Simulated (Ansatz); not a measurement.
**AlGaH (quartet): wave-function methods side by side at distance Al1–H3 = 3.562 Å, 6-31G**

Aim: climb from Hartree-Fock through coupled cluster and multireference methods for AlGaH (quartet) at one geometry and basis, and see what each rung misses.

Program: Ansatz 0.2.0, Gaussian basis. Level of theory: 6-31G, core rule «outside noble gas», up to 19 orbitals frozen. These are calculated values, not measurements.

The runs, in order: UHF; CCSD(T) on ROHF; BCCD(T) on ROHF; CISD; CCSDT(Q) on ROHF; CASSCF and MRCISD+Q, 5 electrons in 5 orbitals; CASSCF and NEVPT2, 5 electrons in 5 orbitals; CASSCF and MRCISD+Q, 7 electrons in 9 orbitals; CASSCF and NEVPT2, 7 electrons in 9 orbitals; Full CI.

32 further runs of the same task are left out: 25 that didn't finish, 7 set aside as unsound or not needed.

### 1 What is computed

The geometry derives from a PBE0/def2-TZVP stationary point (not a proven minimum). One bond is set to the value named and the two fragments are kept rigid. No spin-orbit coupling is included. The filled d shell of Ga may be among the frozen orbitals whatever the setting's name suggests; the logs give the count.

3 atoms, charge 0, spin multiplicity 4.

Atoms are counted from 1 here; the program's logs count them from 0.

Bond lengths: Al1–Ga2 2.344 Å.

### 2 UHF

Input file in.yaml:

```yaml
crystal:
  periodic: [false, false, false]
  atoms:
    - {symbol: Al, position_ang: [0.000000, 0.000000, -0.406133]}
    - {symbol: Ga, position_ang: [0.000000, 0.000000, -2.749733]}
    - {symbol: H, position_ang: [0.000000, 0.000000, 3.155867]}
basis:
  gaussian: {orbitals: 6-31G}
magnetization: {spin_polarized: true, initial_magnetization: 3}
hamiltonian: {xc: hf}
output: {orbitals: {seedname: orbitals}}
```

Launch:

```console
> ansatz run in.yaml --threads 1 --pin off --events-out ev --progress --plain --max-ram 2393MiB
```

After this run come: CCSD(T) on ROHF; BCCD(T) on ROHF; CISD; CCSDT(Q) on ROHF; CASSCF and MRCISD+Q, 5 electrons in 5 orbitals; CASSCF and NEVPT2, 5 electrons in 5 orbitals; CASSCF and MRCISD+Q, 7 electrons in 9 orbitals; CASSCF and NEVPT2, 7 electrons in 9 orbitals; Full CI.

Q: Predict the results of all the runs planned. Wanted: FCI below the RHF energy; RMP2 from FCI; RCCSD from FCI; RCCSD(T) from FCI; RCCSDT(Q) from FCI; NEVPT2 pair from FCI; MRCISD+Q pair from FCI; NEVPT2 valence from FCI; T1 diagnostic.

The runs gave:

| quantity | value |
| --- | --- |
| FCI below the RHF energy | -2.4262 eV |
| RMP2 from FCI | +723.1 meV |
| RCCSD from FCI | +130.3 meV |
| RCCSD(T) from FCI | +39.3 meV |
| RCCSDT(Q) from FCI | +4.7 meV |
| NEVPT2 pair from FCI | +591.2 meV |
| MRCISD+Q pair from FCI | -22.9 meV |
| NEVPT2 valence from FCI | +150.5 meV |
| levels within 1 kcal/mol (43 meV) | RCCSD(T), RCCSDT, RCCSDT(Q), MRCISD+Q pair, MRCISD valence, MRCISD+Q valence |
| T1 diagnostic | 0.026 |
| effectively unpaired electrons | 3.19 |

**Reading.** RCCSD(T) misses by +39.3 meV, 1.6 % of the correlation energy. MRCISD+Q pair falls below full CI: the +Q correction isn't variational, and the cores differ from full CI's. One determinant dominates. Of the multireference levels listed MRCISD+Q valence comes nearest in total energy (+0.2 meV), which doesn't show that its space is the better one. These misses are within one basis, not against nature.
